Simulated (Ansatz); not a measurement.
# TiB2: the cost of one run

Program: Ansatz 0.2.0. Level of theory: DFT PBEsol, scalar-relativistic. These are calculated values, not measurements.

## 1. The system as given

The structure is hexagonal, space group P6/mmm (No. 191). Conventional cell: a = 3.029 Å, b = 3.029 Å, c = 3.228 Å, α = 90.00°, β = 90.00°, γ = 120.00°. Around Ti (site symmetry 6/mmm) lie 12 B at 2.38 Å. B (site symmetry -6m2) is surrounded by 3 B at 1.75 Å and 6 Ti at 2.38 Å.

As a file:

```cif
data_structure
_symmetry_space_group_name_H-M 'P 1'
_symmetry_Int_Tables_number 1
_cell_length_a 3.0292
_cell_length_b 3.0292
_cell_length_c 3.2284
_cell_angle_alpha 90.000
_cell_angle_beta 90.000
_cell_angle_gamma 120.000
_cell_volume 25.66
loop_
_atom_site_label
_atom_site_type_symbol
_atom_site_fract_x
_atom_site_fract_y
_atom_site_fract_z
_atom_site_occupancy
Ti1 Ti 0.00000 0.00000 0.00000 1
B1 B 0.33333 0.66667 0.50000 1
B2 B 0.66667 0.33333 0.50000 1
```

Atoms are numbered in the order of the input: Ti1, B2, B3.

## 2. The deformed structure

Space group P6/mmm before, P6/mmm after.

## 3. LAPW, all electrons

Contents of input.yaml:

```yaml
crystal:
  lattice:
    - [3.0291982016, 0.0, 0.0]
    - [-1.5145991008, 2.6233625957, 0.0]
    - [0.0, 0.0, 3.163832]
  atoms:
    - { symbol: Ti, position: [0.0, 0.0, 0.0] }
    - { symbol: B, position: [0.3333333333, 0.6666666667, 0.5] }
    - { symbol: B, position: [0.6666666667, 0.3333333333, 0.5] }
kpoints:
  mp_grid: { grid: [14, 14, 11] }
  band_path:
    path:
      - [0.0, 0.0, 0.0]
      - [0.5, 0.0, 0.0]
      - [0.3333333333, 0.3333333333, 0.0]
      - [0.0, 0.0, 0.0]
      - [0.0, 0.0, 0.5]
      - [0.5, 0.0, 0.5]
      - [0.3333333333, 0.3333333333, 0.5]
      - [0.0, 0.0, 0.5]
      - [0.5, 0.0, 0.5]
    npoints: 5
scf:
  occupations: { method: fermi_dirac, width: 0.03 }
hamiltonian:
  xc: pbesol
  pseudopotentials: { kind: all_electron, lapw: { basis_error: 0.001 } }
output:
  forces: true
  stress: true
  eigenvalues: true
```

Command:

```console
ansatz run input.yaml --threads 1 --pin off --max-ram 4096MiB --backend cpu --events-out ev --progress --plain --runs-dir out
```

What time and memory should one allow on 1 thread of Arm Neoverse V1, shared host?

About 24 s, with a peak of 0.44 GiB.
